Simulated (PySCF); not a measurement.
# CH3B2F3O2: the cost of one run

Computed with PySCF 2.14.0, with density-fitted response routines of our own, on a single molecule in the gas phase. Atoms are numbered from 0 throughout.

## Step 1: Starting geometry

11 atoms, charge 0, multiplicity 1; geometry from: GFN2-xTB. The atoms were then displaced at random by about 0.01 Å, so the start is not that level's minimum.

Bonds of the start (Å): B0–O1 1.32, O1–B2 1.30, B2–O3 1.38, O3–C4 1.34, C4–F5 1.34, C4–F6 1.34, C4–F7 1.33, B0–H8 1.17, B0–H9 1.16, B2–H10 1.16.

## Step 2: Geometry optimisation at PBE0-D3(BJ)/def2-SVP

What the job is given:

```
{"job": {"xc": "PBE0", "basis": "def2-SVP", "d3": "d3bj", "grid": 1, "shake": 0.01, "kind": "geom"}, "charge": 0, "multiplicity": 1}
B      2.677040     0.264800    -0.014980
O      1.424290    -0.118660    -0.207850
B      0.178290    -0.469650    -0.368460
O     -0.744680     0.411220     0.160730
C     -2.062240     0.165800     0.067860
F     -2.515070     0.079970    -1.188500
F     -2.433720    -0.971440     0.679570
F     -2.744000     1.155580     0.646540
H      3.168690     0.963820    -0.820570
H      3.225510    -0.046230     0.963200
H     -0.136010    -1.461040    -0.893290
```

Run with:

```
OMP_NUM_THREADS=1 python probes_run.py task.json out
```

One launch serves the whole session: the jobs run in the order shown.

**Question.** How long does this first job take on 1 thread of Intel Xeon 6975P-C, shared host, and how much memory does it need?

About 34 s, with a peak of 0.52 GiB.
